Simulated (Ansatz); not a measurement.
# CH2FO (SMILES [O]CF): U-r2SCAN0/STO-3G

Aim: the electronic atomisation energy of CH2FO at U-r2SCAN0/STO-3G, from 5 runs. 

The calculation is run with Ansatz 0.2.0.

56 further runs of the same task are left out: 56 set aside as unsound or not needed.

## Step 1: The structure to begin with

The species is CH2FO (5 atoms), meant as a doublet with charge 0. SMILES: `[O]CF`. The shape is that of a PBE0-D4/def2-TZVP optimisation.

Bond lengths: O1–C2 1.303 Å, C2–F3 1.376 Å, C2–H4 1.109 Å, C2–H5 1.109 Å. Angles: O1–C2–F3 115.4°, O1–C2–H4 109.4°, O1–C2–H5 109.4°, F3–C2–H4 107.5°, F3–C2–H5 107.5°, H4–C2–H5 107.3°.

## Step 2: The energy at U-r2SCAN0/STO-3G

Contents of run.yaml:

```yaml
crystal:
  periodic: [false, false, false]
  atoms:
    - {symbol: O, position_ang: [-1.122700, 0.202700, 0.610000]}
    - {symbol: C, position_ang: [-0.009600, -0.012300, -0.033000]}
    - {symbol: F, position_ang: [1.105500, -0.174700, 0.757200]}
    - {symbol: H, position_ang: [-0.112900, -0.924800, -0.655200]}
    - {symbol: H, position_ang: [0.189500, 0.835500, -0.720300]}
basis:
  gaussian: {orbitals: STO-3G}
magnetization: {spin_polarized: true, initial_magnetization: 1}
hamiltonian: {xc: {name: r2SCAN0}}
accuracy: high
```

The run is started by

```console
ansatz run run.yaml --threads 1 --pin off --max-ram 2610MiB --events-out events.jsonl --progress --plain --runs-dir runs
```

The program printed:

```text
Warning: RAYON_NUM_THREADS=1 ignored (pool sized by the plan → 1); use --threads N
Functional definition: r2SCAN0
  name "r2SCAN0"
  parameter a = 0.25
  parameter k0 = 0.174
  parameter k1 = 0.065
  parameter a1 = 4.9479
  exchange = (1 - a)*r2scan_x(k0 = k0, k1 = k1, a1 = a1) + a*exact_x
  correlation = r2scan_c
298 factors; integrals over basis functions are off by at most 3.5e-8 eV
mean field evaluation 1: about -5745.4623 eV, gradient 1.8e1 eV
mean field evaluation 2: about -5745.7898 eV, gradient 2.0e1 eV
mean field evaluation 4: about -5748.0430 eV, gradient 1.2e0 eV
mean field evaluation 8: about -5748.0526 eV, gradient 1.5e-2 eV
mean field evaluation 16: about -5748.0526 eV, gradient 1.9e-5 eV
mean field -5748.05261040 eV, -211.2370372621 hartree, gradient 4.2e-8 eV, S^2 0.753596; 2 other end points of the search recorded, 0 dependent functions left out
reference -5748.05261079 eV, -211.2370372765 hartree; 13, 12 occupied and 4, 5 virtual orbitals, 298 factors
Total energy: -5748.05261079 eV, -211.2370372765 hartree
```

Wall time 3.9 s (1 thread of Arm Neoverse V2, shared host); peak memory 0.21 GiB.

## Step 3: The C atom

Contents of in.yaml:

```yaml
crystal:
  periodic: [false, false, false]
  atoms:
    - symbol: C
      position_ang: [0.000000, 0.000000, 0.000000]
basis:
  gaussian:
    orbitals: STO-3G
magnetization:
  spin_polarized: true
  initial_magnetization: 2
hamiltonian:
  xc: {name: r2SCAN0}
accuracy: high
```

The run is started by

```console
ansatz run in.yaml --threads 1 --pin off --max-ram 2610MiB --events-out events.jsonl --progress --plain --runs-dir runs
```

The program printed, cut to the lines that bear on the results:

```text
Warning: RAYON_NUM_THREADS=1 ignored (pool sized by the plan → 1); use --threads N
[... 8 set-up lines as earlier in the session ...]
15 factors; integrals over basis functions are off by at most 9.8e-10 eV
mean field evaluation 1: about -1015.9310 eV, gradient 1.6e-10 eV
mean field evaluation 2: about -1015.9286 eV, gradient 6.7e-10 eV
mean field -1015.92858945 eV, -37.3346870410 hartree, gradient 0.0e0 eV, S^2 2.000000; 0 other end points of the search recorded, 0 dependent functions left out
reference -1015.92858968 eV, -37.3346870496 hartree; 4, 2 occupied and 1, 3 virtual orbitals, 15 factors
Total energy: -1015.92858968 eV, -37.3346870496 hartree
```

Run time: 0.47 s. Hardware: 1 thread of Arm Neoverse V2, shared host; peak memory 0.091 GiB.

## Step 4: The F atom

Contents of run.yaml:

```yaml
crystal:
  periodic: [false, false, false]
  atoms:
    - symbol: F
      position_ang: [0.000000, 0.000000, 0.000000]
basis:
  gaussian: {orbitals: STO-3G}
hamiltonian: {xc: {name: r2SCAN0}}
accuracy: high
magnetization: {spin_polarized: true, initial_magnetization: 1}
```

The run is started by

```console
ansatz run run.yaml --threads 1 --pin off --max-ram 2610MiB --events-out events.jsonl --progress --plain --runs-dir runs
```

The program printed, cut to the lines that bear on the results:

```text
Warning: RAYON_NUM_THREADS=1 ignored (pool sized by the plan → 1); use --threads N
[... 8 set-up lines as earlier in the session ...]
15 factors; integrals over basis functions are off by at most 1.2e-9 eV
mean field evaluation 1: about -2673.8360 eV, gradient 5.7e-11 eV
mean field evaluation 2: about -2673.8310 eV, gradient 2.4e-10 eV
mean field -2673.83099676 eV, -98.2614767433 hartree, gradient 0.0e0 eV, S^2 0.750000; 0 other end points of the search recorded, 0 dependent functions left out
reference -2673.83099681 eV, -98.2614767448 hartree; 5, 4 occupied and 0, 1 virtual orbitals, 15 factors
Total energy: -2673.83099681 eV, -98.2614767448 hartree
```

Run time: 0.48 s. Hardware: 1 thread of Arm Neoverse V2, shared host; peak memory 0.096 GiB.

## Step 5: The H atom, same level

Contents of run.yaml:

```yaml
crystal:
  periodic: [false, false, false]
  atoms:
    - {symbol: H, position_ang: [0.000000, 0.000000, 0.000000]}
basis:
  gaussian:
    orbitals: STO-3G
magnetization:
  spin_polarized: true
  initial_magnetization: 1
hamiltonian:
  xc: {name: r2SCAN0}
accuracy: high
```

Run the same way, it converges to -0.46649 Eh (log not shown).

## Step 6: The O atom, same level

Contents of input.yaml:

```yaml
crystal:
  periodic: [false, false, false]
  atoms:
    - symbol: O
      position_ang: [0.000000, 0.000000, 0.000000]
basis:
  gaussian:
    orbitals: STO-3G
total_charge: 0
magnetization:
  spin_polarized: true
  initial_magnetization: 2
hamiltonian:
  xc: {name: r2SCAN0}
accuracy: high
```

Run the same way, it converges to -74.02298 Eh (log not shown).

## Step 7: Results

At U-r2SCAN0/STO-3G:

```
                     quantity          value
       molecule: total energy  -211.23704 Eh
               molecule: ⟨S²⟩          0.754
         C atom: total energy   -37.33469 Eh
                 C atom: ⟨S²⟩          2.000
         F atom: total energy   -98.26148 Eh
                 F atom: ⟨S²⟩          0.750
         H atom: total energy    -0.46649 Eh
                 H atom: ⟨S²⟩          0.750
         O atom: total energy   -74.02298 Eh
                 O atom: ⟨S²⟩          2.000
electronic atomisation energy      18.637 eV
```

Taking the molecule apart into free atoms costs 18.64 eV (430 kcal/mol), before zero-point energy and without spin-orbit coupling. In a minimal basis such a difference can be off by several eV, whatever the method.
